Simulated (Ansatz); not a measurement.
# TiNH₂+ (singlet): wave-function methods side by side, def2-SVP

The task here is to estimate one member of a computed series from the others.

The runs use Ansatz 0.2.0, Gaussian basis; def2-SVP, core rule «outside noble gas», up to 10 orbitals frozen.

To be run: UHF; CCSD(T) on RHF; CCSD(T) on UHF; CISD; CCSDT(Q) on RHF; CCSDT(Q) on UHF.

24 further runs of the same task are left out: 7 for a known fault of the program, 5 that didn't finish, 12 set aside as unsound or not needed.

### The geometry

The geometry is a PBE0/def2-TZVP stationary point (not a proven minimum) of the parent state, kept for this charge and spin.

4 atoms, charge 1, spin multiplicity 1.

Atoms are counted from 1 here; the program's logs count them from 0.

Bond lengths: Ti1–N2 1.875 Å, N2–H3 1.011 Å, N2–H4 1.015 Å. Angles: Ti1–N2–H3 130.7°, Ti1–N2–H4 120.1°, H3–N2–H4 109.2°.

As a file:

```xyz
4
charge 1, multiplicity 1
Ti    0.0000    0.0001    0.4886
N     0.0000    0.0066   -1.3862
H     0.0000    0.7755   -2.0427
H     0.0000   -0.8701   -1.8987
```

The first run:

Input file in.yaml:

```yaml
crystal:
  periodic: [false, false, false]
  atoms:
    - {symbol: Ti, position_ang: [0.000000, 0.000058, 0.488624]}
    - {symbol: N, position_ang: [0.000000, 0.006608, -1.386218]}
    - {symbol: H, position_ang: [0.000000, 0.775484, -2.042665]}
    - {symbol: H, position_ang: [0.000000, -0.870061, -1.898661]}
basis:
  gaussian: {orbitals: def2-SVP}
total_charge: 1
magnetization: {spin_polarized: true, initial_magnetization: 0}
hamiltonian: {xc: hf}
output: {orbitals: {seedname: orbitals}}
```

On the command line:

```
ansatz run in.yaml --threads 1 --pin off --events-out ev --progress --plain --max-ram 2393MiB
```

Among the steps run: UHF; CCSD(T) on RHF; CCSD(T) on UHF; CISD; CCSDT(Q) on RHF; CCSDT(Q) on UHF.

One of the session's tables, all rows but one given; the rest of the session is left out.

It belongs to the step «Misses and costs». 

```
   method  from RCCSDT(Q) (kcal/mol)
      RHF                    +162.87
      UHF                    +138.34
     RMP2                     +26.38
     UMP2                      +5.55
    RCCSD                          ?
    UCCSD                     -12.94
 RCCSD(T)                      +3.27
 UCCSD(T)                     -19.95
   RCCSDT                      +1.60
   UCCSDT                     -21.29
RCCSDT(Q)                          0
UCCSDT(Q)                     -22.29
```

Estimate the missing values for RCCSD.

As computed: from RCCSDT(Q) (kcal/mol): +9.97. In the column «from RCCSDT(Q) (kcal/mol)» it lies between UMP2 (+5.55) and RMP2 (+26.38).

Not comparable, so not listed: CISD (they don't share determinant, frozen orbitals or solution with the rows shown, or repeat one).

The program flags UCCSD(T), UCCSDT(Q) as in doubt (see the logs), so those rows may rest on another solution; read them beside their warnings.

To keep in mind: The determinant is far from a pure spin state, so its energy mixes those of several spin states (harmless only where they are near-degenerate, as at dissociation). The program flags UCCSD(T), UCCSDT(Q) as in doubt, so those rows may rest on another solution; read them beside their warnings. Warnings: restricted reference is unstable; spin contamination; large T1 diagnostic. Restricted and unrestricted rows rest on different reference determinants; where their highest levels disagree by more than a few hundredths of an eV, they describe different states and don't form one ladder.
